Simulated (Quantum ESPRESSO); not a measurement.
# Sn3Te (Pm-3m) in Quantum ESPRESSO: equation of state

Aim: energy against volume of Sn3Te in PBEsol, for its equilibrium volume and stiffness.

Everything below comes from runs of Quantum ESPRESSO 7.5. Logs are shortened: lines on timing, memory, paths and dates and some standing lists are left out, and cuts for length are marked.

### Step 1. Starting point

The structure is cubic, space group Pm-3m (No. 221). The conventional cell has a = 4.866 Å, b = 4.866 Å, c = 4.866 Å, α = 90.00°, β = 90.00°, γ = 90.00°. Te (site symmetry m-3m) has 12 Sn at 3.44 Å as nearest neighbours. Sn (site symmetry 4/mmm) has 4 Te at 3.44 Å and 8 Sn at 3.44 Å as nearest neighbours.

The cell comes from a database or a generator and needn't be the stable form of this composition.

### Step 2. Single point, PBEsol, 27.07 Å³/atom

pw.in reads:

```
&CONTROL
  calculation = 'scf'
  prefix = 'pwscf'
  outdir = './tmp'
  pseudo_dir = './pseudo'
  tstress = .true.
  disk_io = 'nowf'
/
&SYSTEM
  ibrav = 0
  nat = 4
  ntyp = 2
  ecutwfc = 68
  ecutrho = 544
  nbnd = 33
  occupations = 'smearing'
  smearing = 'fd'
  degauss = 0.00367493
/
&ELECTRONS
  conv_thr = 8d-10
  electron_maxstep = 120
  mixing_beta = 0.5
/
ATOMIC_SPECIES
Te   127.6000 te_pbesol_v1.uspp.F.UPF
Sn   118.7100 sn_pbesol_v1.4.uspp.F.UPF
CELL_PARAMETERS angstrom
   4.7662957215    0.0000000000    0.0000000000
   0.0000000000    4.7662957215    0.0000000000
   0.0000000000    0.0000000000    4.7662957215
ATOMIC_POSITIONS crystal
Te     0.0000000000    0.0000000000    0.0000000000
Sn     0.0000000000    0.5000000000    0.5000000000
Sn     0.5000000000    0.0000000000    0.5000000000
Sn     0.5000000000    0.5000000000    0.0000000000
K_POINTS automatic
6 6 6 0 0 0
```

Potentials or basis: GBRV 1.5 PBEsol.

On the command line:

```
$ OMP_NUM_THREADS=1 mpirun -n 2 pw.x -nk 2 -in pw.in > pw.out
```

pw.out:

```text
This program is part of the open-source Quantum ESPRESSO suite
     for quantum simulation of materials; please cite
         "P. Giannozzi et al., J. Phys.:Condens. Matter 21 395502 (2009);
         "P. Giannozzi et al., J. Phys.:Condens. Matter 29 465901 (2017);
         "P. Giannozzi et al., J. Chem. Phys. 152 154105 (2020);
     in publications or presentations arising from this work. More details at

     Message from routine setup:
     using ibrav=0 with symmetry is DISCOURAGED, use correct ibrav instead

     K-points division:     npool     =       2
     Subspace diagonalization in iterative solution of the eigenvalue problem:
     a serial algorithm will be used

     G-vector sticks info
     --------------------
     sticks:   dense  smooth     PW     G-vecs:    dense   smooth      PW
     Sum        3521    1757    505               156363    55467    8409

     Using Slab Decomposition

     bravais-lattice index     =            0
     lattice parameter (alat)  =       9.0070  a.u.
     unit-cell volume          =     730.7008 (a.u.)^3
     number of atoms/cell      =            4
     number of atomic types    =            2
     number of electrons       =        48.00
     number of Kohn-Sham states=           33
     kinetic-energy cutoff     =      68.0000  Ry
     charge density cutoff     =     544.0000  Ry
     scf convergence threshold =      8.0E-10
     mixing beta               =       0.5000
     number of iterations used =            8  plain     mixing
     Exchange-correlation= SLA  PW   PSX  PSC
                           (   1   4  10   8   0   0   0)

     celldm(1)=   9.006994  celldm(2)=   0.000000  celldm(3)=   0.000000
     celldm(4)=   0.000000  celldm(5)=   0.000000  celldm(6)=   0.000000

     crystal axes: (cart. coord. in units of alat)
               a(1) = (   1.000000   0.000000   0.000000 )
               a(2) = (   0.000000   1.000000   0.000000 )
               a(3) = (   0.000000   0.000000   1.000000 )

     reciprocal axes: (cart. coord. in units 2 pi/alat)
               b(1) = (  1.000000  0.000000  0.000000 )
               b(2) = (  0.000000  1.000000  0.000000 )
               b(3) = (  0.000000  0.000000  1.000000 )

     PseudoPot. # 1 for Te read from file:
     te_pbesol_v1.uspp.F.UPF
     Pseudo is Ultrasoft + core correction, Zval =  6.0
     Generated by new atomic code, or converted to UPF format
     Using radial grid of  891 points,  5 beta functions with:
                l(1) =   0
                l(2) =   0
                l(3) =   1
                l(4) =   1
                l(5) =   2
     Q(r) pseudized with  6 coefficients,  rinner =    1.800   1.800   1.800
                                                       1.800   1.800

     PseudoPot. # 2 for Sn read from file:
     sn_pbesol_v1.4.uspp.F.UPF
     Pseudo is Ultrasoft + core correction, Zval = 14.0
     Generated by new atomic code, or converted to UPF format
     Using radial grid of  891 points,  6 beta functions with:
                l(1) =   0
                l(2) =   0
                l(3) =   1
                l(4) =   1
                l(5) =   2
                l(6) =   2
     Q(r) pseudized with  8 coefficients,  rinner =    1.350   1.350   1.350
                                                       1.350   1.350

     atomic species   valence    mass     pseudopotential
     Te                6.00   127.60000     Te( 1.00)
     Sn               14.00   118.71000     Sn( 1.00)

     48 Sym. Ops., with inversion, found

   Cartesian axes

     site n.     atom                  positions (alat units)
         1        Te     tau(   1) = (   0.0000000   0.0000000   0.0000000  )
         2        Sn     tau(   2) = (   0.0000000   0.5000000   0.5000000  )
         3        Sn     tau(   3) = (   0.5000000   0.0000000   0.5000000  )
         4        Sn     tau(   4) = (   0.5000000   0.5000000   0.0000000  )

     number of k points=    20  Fermi-Dirac smearing, width (Ry)=  0.0037
                       cart. coord. in units 2pi/alat
        k(    1) = (   0.0000000   0.0000000   0.0000000), wk =   0.0092593
        k(    2) = (   0.0000000   0.0000000   0.1666667), wk =   0.0555556
        k(    3) = (   0.0000000   0.0000000   0.3333333), wk =   0.0555556
        k(    4) = (   0.0000000   0.0000000  -0.5000000), wk =   0.0277778
        k(    5) = (   0.0000000   0.1666667   0.1666667), wk =   0.1111111
        k(    6) = (   0.0000000   0.1666667   0.3333333), wk =   0.2222222
[... 12 lines left out ...]
        k(   19) = (   0.3333333  -0.5000000  -0.5000000), wk =   0.0555556
        k(   20) = (  -0.5000000  -0.5000000  -0.5000000), wk =   0.0092593

     Dense  grid:   156363 G-vectors     FFT dimensions: (  72,  72,  72)

     Smooth grid:    55467 G-vectors     FFT dimensions: (  48,  48,  48)

     Initial potential from superposition of free atoms

     starting charge      44.9997, renormalised to      48.0000
     Starting wfcs are   31 randomized atomic wfcs +    2 random wfcs

     Self-consistent Calculation

     iteration #  1     ecut=    68.00 Ry     beta= 0.50
     Davidson diagonalization with overlap
     ethr =  1.00E-02,  avg # of iterations =  6.8

     total energy              =    -502.64488010 Ry
     estimated scf accuracy    <       2.54577034 Ry

     iteration #  2     ecut=    68.00 Ry     beta= 0.50
     Davidson diagonalization with overlap
     ethr =  5.30E-03,  avg # of iterations =  2.1

     total energy              =    -503.11300610 Ry
     estimated scf accuracy    <       0.21980854 Ry

     iteration #  3     ecut=    68.00 Ry     beta= 0.50
     Davidson diagonalization with overlap
     ethr =  4.58E-04,  avg # of iterations =  3.7

     total energy              =    -503.17595676 Ry
     estimated scf accuracy    <       0.04155722 Ry

     iteration #  4     ecut=    68.00 Ry     beta= 0.50
     Davidson diagonalization with overlap
     ethr =  8.66E-05,  avg # of iterations =  3.9

     total energy              =    -503.18337978 Ry
     estimated scf accuracy    <       0.00226402 Ry

     iteration #  5     ecut=    68.00 Ry     beta= 0.50
     Davidson diagonalization with overlap
     ethr =  4.72E-06,  avg # of iterations =  7.7

     total energy              =    -503.18397951 Ry
     estimated scf accuracy    <       0.00003994 Ry

     iteration #  6     ecut=    68.00 Ry     beta= 0.50
     Davidson diagonalization with overlap
     ethr =  8.32E-08,  avg # of iterations =  5.5

     total energy              =    -503.18403221 Ry
     estimated scf accuracy    <       0.00000374 Ry

     iteration #  7     ecut=    68.00 Ry     beta= 0.50
     Davidson diagonalization with overlap
     ethr =  7.79E-09,  avg # of iterations =  4.0

     total energy              =    -503.18403318 Ry
     estimated scf accuracy    <       0.00000413 Ry

     iteration #  8     ecut=    68.00 Ry     beta= 0.50
     Davidson diagonalization with overlap
     c_bands:  1 eigenvalues not converged
     ethr =  7.79E-09,  avg # of iterations =  2.9

     total energy              =    -503.18403403 Ry
     estimated scf accuracy    <       0.00000005 Ry

     iteration #  9     ecut=    68.00 Ry     beta= 0.50
     Davidson diagonalization with overlap
     ethr =  1.08E-10,  avg # of iterations =  4.8

     total energy              =    -503.18403408 Ry
     estimated scf accuracy    <          5.4E-09 Ry

     iteration # 10     ecut=    68.00 Ry     beta= 0.50
     Davidson diagonalization with overlap
     ethr =  1.13E-11,  avg # of iterations =  4.2

     End of self-consistent calculation

          k = 0.0000 0.0000 0.0000 (  6931 PWs)   bands (ev):

   -11.2419 -11.2419 -11.2419 -11.2052 -11.2052 -11.2013 -11.1447 -11.1447
   -11.1447 -11.0756 -11.0572 -11.0572 -11.0078 -11.0078 -11.0078  -2.4121
     2.2658   5.3333   5.3333   5.8635   5.8635   5.8635  10.7911  10.7911
    10.7911  12.3992  12.3992  12.3992  14.9689  15.2259  15.2259  15.5451
    15.5453

          k = 0.0000 0.0000 0.1667 (  6931 PWs)   bands (ev):

   -11.2393 -11.2284 -11.2284 -11.2043 -11.1973 -11.1921 -11.1473 -11.1446
   -11.1446 -11.0827 -11.0648 -11.0570 -11.0234 -11.0234 -11.0078  -2.2814
     1.9638   4.2546   5.4252   6.0522   6.0522   7.5514  10.3094  10.3575
    10.3575  11.4547  12.1226  12.1226  15.3591  15.6907  15.9249  16.3038
    16.3038

          k = 0.0000 0.0000 0.3333 (  6908 PWs)   bands (ev):

   -11.2334 -11.2026 -11.1937 -11.1937 -11.1771 -11.1686 -11.1532 -11.1420
   -11.1420 -11.1011 -11.0849 -11.0648 -11.0648 -11.0565 -11.0078  -1.9522
     1.1763   3.8297   5.6375   6.5767   6.5767   8.8549   9.1984   9.1984
    10.2923  10.5107  12.4247  12.4247  14.6358  14.9743  14.9743  16.1089
    16.1704

          k = 0.0000 0.0000-0.5000 (  6920 PWs)   bands (ev):

   -11.2300 -11.2017 -11.1703 -11.1703 -11.1617 -11.1565 -11.1504 -11.1219
   -11.1219 -11.1158 -11.1104 -11.1104 -11.1014 -11.0563 -11.0078  -1.7257
     0.7168   3.7808   5.7636   7.0566   7.0566   8.4361   8.4361   8.7505
     9.8241  12.4634  12.7440  12.8952  12.8952  14.1562  14.1562  16.5282
    17.2737
[... 19 lines left out ...]
   -11.2169 -11.2004 -11.1801 -11.1772 -11.1605 -11.1485 -11.1474 -11.1346
   -11.1219 -11.1140 -11.1120 -11.1022 -11.0892 -11.0596 -11.0223  -1.6270
     0.9048   3.3807   5.0192   7.1179   7.2159   7.8733   8.6458  10.3087
    10.5154  11.4319  11.9293  12.0422  13.1634  14.1287  14.5009  17.7360
    17.9661

          k = 0.0000 0.3333 0.3333 (  6909 PWs)   bands (ev):

   -11.2056 -11.1967 -11.1915 -11.1720 -11.1714 -11.1626 -11.1441 -11.1393
   -11.1318 -11.1151 -11.0980 -11.0753 -11.0700 -11.0598 -11.0533  -1.5686
     1.5136   2.6672   4.1720   7.2325   7.3237   8.4787   9.1315   9.6477
    10.5102  10.8992  12.3334  12.5533  13.0375  13.1074  16.5948  16.6076
    18.9088

          k = 0.0000 0.3333-0.5000 (  6938 PWs)   bands (ev):

   -11.1991 -11.1938 -11.1851 -11.1819 -11.1618 -11.1523 -11.1369 -11.1264
   -11.1219 -11.1167 -11.1143 -11.0966 -11.0742 -11.0659 -11.0601  -1.3991
     1.4651   2.6471   3.6399   7.5444   7.6320   8.1088   9.2642   9.5930
    10.2796  10.7707  11.6285  12.7531  13.0085  15.0234  15.1210  18.2651
    18.2771

          k = 0.0000-0.5000-0.5000 (  6968 PWs)   bands (ev):

   -11.1994 -11.1994 -11.1881 -11.1627 -11.1546 -11.1505 -11.1292 -11.1218
   -11.1218 -11.1138 -11.1138 -11.1025 -11.0928 -11.0682 -11.0682  -1.2636
     2.2945   2.2945   2.4924   7.9443   8.3347   8.4572   8.4572   9.6755
    10.1414  10.1414  10.4177  14.0651  14.0651  15.4492  15.7907  17.6113
    18.1254

          k = 0.1667 0.1667 0.1667 (  6916 PWs)   bands (ev):

   -11.2244 -11.2183 -11.2183 -11.1858 -11.1858 -11.1745 -11.1600 -11.1399
   -11.1399 -11.1005 -11.0694 -11.0694 -11.0376 -11.0376 -11.0243  -2.0317
     1.7839   3.9419   3.9419   7.3715   7.4714   7.4714   8.7099  10.1902
    10.1902  11.7890  11.7890  13.0218  13.2467  15.7512  15.8544  15.8544
    16.5041

          k = 0.1667 0.1667 0.3333 (  6900 PWs)   bands (ev):

   -11.2155 -11.2065 -11.2017 -11.1807 -11.1665 -11.1611 -11.1482 -11.1365
   -11.1346 -11.1214 -11.0933 -11.0730 -11.0641 -11.0539 -11.0293  -1.7303
     1.4188   3.2870   4.3912   6.7434   7.0953   8.2639   8.7903   9.9546
    11.1106  11.6438  11.7775  11.9680  13.0492  15.2700  15.7670  16.5070
    17.2185

          k = 0.1667 0.1667-0.5000 (  6910 PWs)   bands (ev):

   -11.2116 -11.1964 -11.1886 -11.1829 -11.1533 -11.1515 -11.1486 -11.1385
   -11.1299 -11.1076 -11.1065 -11.0900 -11.0888 -11.0617 -11.0305  -1.5324
     1.0922   3.2154   4.7776   6.1715   6.7686   8.3210   9.9484  10.0639
    10.2290  11.1392  11.3458  13.3570  13.9384  13.9415  14.5127  17.3241
    18.1750

          k = 0.1667 0.3333 0.3333 (  6936 PWs)   bands (ev):

   -11.2056 -11.2024 -11.2009 -11.1813 -11.1625 -11.1521 -11.1442 -11.1341
   -11.1313 -11.1222 -11.0987 -11.0800 -11.0642 -11.0640 -11.0430  -1.4738
     1.6425   2.8412   3.9819   6.0568   7.3998   7.4803   8.9994  10.0971
    11.4146  11.4301  11.9337  13.2275  13.5832  14.3744  16.3818  16.7906
    17.7517

          k = 0.1667 0.3333-0.5000 (  6944 PWs)   bands (ev):

   -11.2020 -11.1994 -11.1936 -11.1835 -11.1655 -11.1504 -11.1483 -11.1317
   -11.1258 -11.1174 -11.0911 -11.0889 -11.0710 -11.0666 -11.0511  -1.3162
     1.6495   2.7493   3.7488   6.0407   6.6975   7.9619   8.8549   9.7730
    11.0911  11.9838  12.6102  13.3060  13.6644  15.0350  15.2137  18.2675
    18.3443

          k = 0.1667-0.5000-0.5000 (  6928 PWs)   bands (ev):

   -11.2027 -11.1998 -11.1998 -11.1720 -11.1592 -11.1496 -11.1494 -11.1494
   -11.1294 -11.0935 -11.0888 -11.0888 -11.0753 -11.0640 -11.0640  -1.1897
     2.4706   2.4706   2.6580   6.4118   7.1622   7.1622   7.9845  10.2131
    11.5960  11.5960  12.4147  14.2378  14.2378  15.5889  15.8708  17.8320
    18.3243

          k = 0.3333 0.3333 0.3333 (  6947 PWs)   bands (ev):

   -11.2107 -11.2048 -11.2048 -11.1856 -11.1677 -11.1519 -11.1519 -11.1360
   -11.1360 -11.1081 -11.0806 -11.0806 -11.0640 -11.0640 -11.0390  -1.2580
     1.9633   3.3282   3.3282   5.9586   5.9586   6.1952   8.2187  11.0047
    12.3486  12.3486  13.4787  13.4787  14.7027  15.8786  15.8786  17.3793
    17.4443

          k = 0.3333 0.3333-0.5000 (  6918 PWs)   bands (ev):

   -11.2141 -11.2045 -11.1984 -11.1850 -11.1808 -11.1659 -11.1507 -11.1374
   -11.1322 -11.0960 -11.0787 -11.0697 -11.0692 -11.0576 -11.0446  -1.1323
     2.1912   2.9299   3.7755   5.1708   5.5625   6.5209   7.3111  11.5065
    12.8210  12.8605  13.5065  14.9604  15.0274  15.1932  15.4430  18.3356
    18.4989

          k = 0.3333-0.5000-0.5000 (  6936 PWs)   bands (ev):

   -11.2199 -11.2019 -11.2019 -11.1950 -11.1719 -11.1706 -11.1706 -11.1353
   -11.1298 -11.0805 -11.0772 -11.0772 -11.0521 -11.0503 -11.0503  -1.0288
     2.9663   2.9663   3.0950   5.2371   5.6287   5.6287   6.4219  12.3114
    13.0924  13.0924  14.7942  15.1128  15.1128  15.9291  16.0491  18.4980
    18.9609

          k =-0.5000-0.5000-0.5000 (  6872 PWs)   bands (ev):

   -11.2265 -11.2040 -11.2040 -11.2040 -11.1769 -11.1769 -11.1769 -11.1299
   -11.1299 -11.0751 -11.0751 -11.0751 -11.0429 -11.0429 -11.0429  -0.9405
     3.4291   3.4291   3.4291   4.8060   4.8060   4.8060   5.7078  13.4496
    13.4496  13.4496  16.1497  16.1497  16.1497  16.1497  16.1497  18.5025
    19.6623

     the Fermi energy is    10.3292 ev

!    total energy              =    -503.18403408 Ry
     estimated scf accuracy    <          5.4E-10 Ry
     smearing contrib. (-TS)   =      -0.00195843 Ry
     internal energy E=F+TS    =    -503.18207565 Ry

     The total energy is F=E-TS. E is the sum of the following terms:
     one-electron contribution =    -178.84560147 Ry
     hartree contribution      =     122.89293771 Ry
     xc contribution           =    -142.00994135 Ry
     ewald contribution        =    -305.21947054 Ry

     convergence has been achieved in  10 iterations

     Computing stress (Cartesian axis) and pressure

          total   stress  (Ry/bohr**3)                   (kbar)     P=        2.13
   0.00001449   0.00000000   0.00000000            2.13        0.00        0.00
   0.00000000   0.00001449   0.00000000            0.00        2.13        0.00
   0.00000000   0.00000000   0.00001449            0.00        0.00        2.13

=------------------------------------------------------------------------------=
   JOB DONE.
=------------------------------------------------------------------------------=
```

Run time: 78 s. Hardware: 2 MPI ranks of Intel Xeon Platinum 8375C at 2.90GHz (Ice Lake), shared host; peak memory 0.78 GiB.

Results:

```
Free energy            : -6846.1676 eV
Pressure               : 0.2 GPa
Band gap on the k mesh : none (metal or under the smearing width)
```

### Step 3. Single point, PBEsol, 27.65 Å³/atom

pw.in: that of step 2 with these lines changed.

```diff
@@ -28,5 +28,5 @@
 CELL_PARAMETERS angstrom
-   4.7662957215    0.0000000000    0.0000000000
-   0.0000000000    4.7662957215    0.0000000000
-   0.0000000000    0.0000000000    4.7662957215
+   4.7998622902    0.0000000000    0.0000000000
+   0.0000000000    4.7998622902    0.0000000000
+   0.0000000000    0.0000000000    4.7998622902
 ATOMIC_POSITIONS crystal
```

Potentials or basis: GBRV 1.5 PBEsol.

On the command line:

```
$ OMP_NUM_THREADS=1 mpirun -n 2 pw.x -nk 2 -in pw.in > pw.out
```

Wall time 83 s (2 MPI ranks of Intel Xeon Platinum 8375C at 2.90GHz (Ice Lake), shared host); peak memory 0.8 GiB.

The run converged. Its results:

| Property | Result |
| --- | --- |
| Free energy | -6846.1654 eV |
| Pressure | -0.8 GPa |
| Band gap on the k mesh | none (metal or under the smearing width) |

### Step 4. Single point, PBEsol, 28.22 Å³/atom

pw.in: that of step 3 with these lines changed.

```diff
@@ -28,5 +28,5 @@
 CELL_PARAMETERS angstrom
-   4.7998622902    0.0000000000    0.0000000000
-   0.0000000000    4.7998622902    0.0000000000
-   0.0000000000    0.0000000000    4.7998622902
+   4.8329658348    0.0000000000    0.0000000000
+   0.0000000000    4.8329658348    0.0000000000
+   0.0000000000    0.0000000000    4.8329658348
 ATOMIC_POSITIONS crystal
```

On the command line:

```
$ OMP_NUM_THREADS=1 mpirun -n 2 pw.x -nk 2 -in pw.in > pw.out
```

It took 97 s on 2 MPI ranks of Intel Xeon Platinum 8375C at 2.90GHz (Ice Lake), shared host; peak memory 0.82 GiB.

Results (log left out):

```yaml
Free_energy: -6846.1490 eV
Pressure: -1.8 GPa
Band_gap_on_the_k_mesh: none (metal or under the smearing width)
```

[end of part 1 of 2]
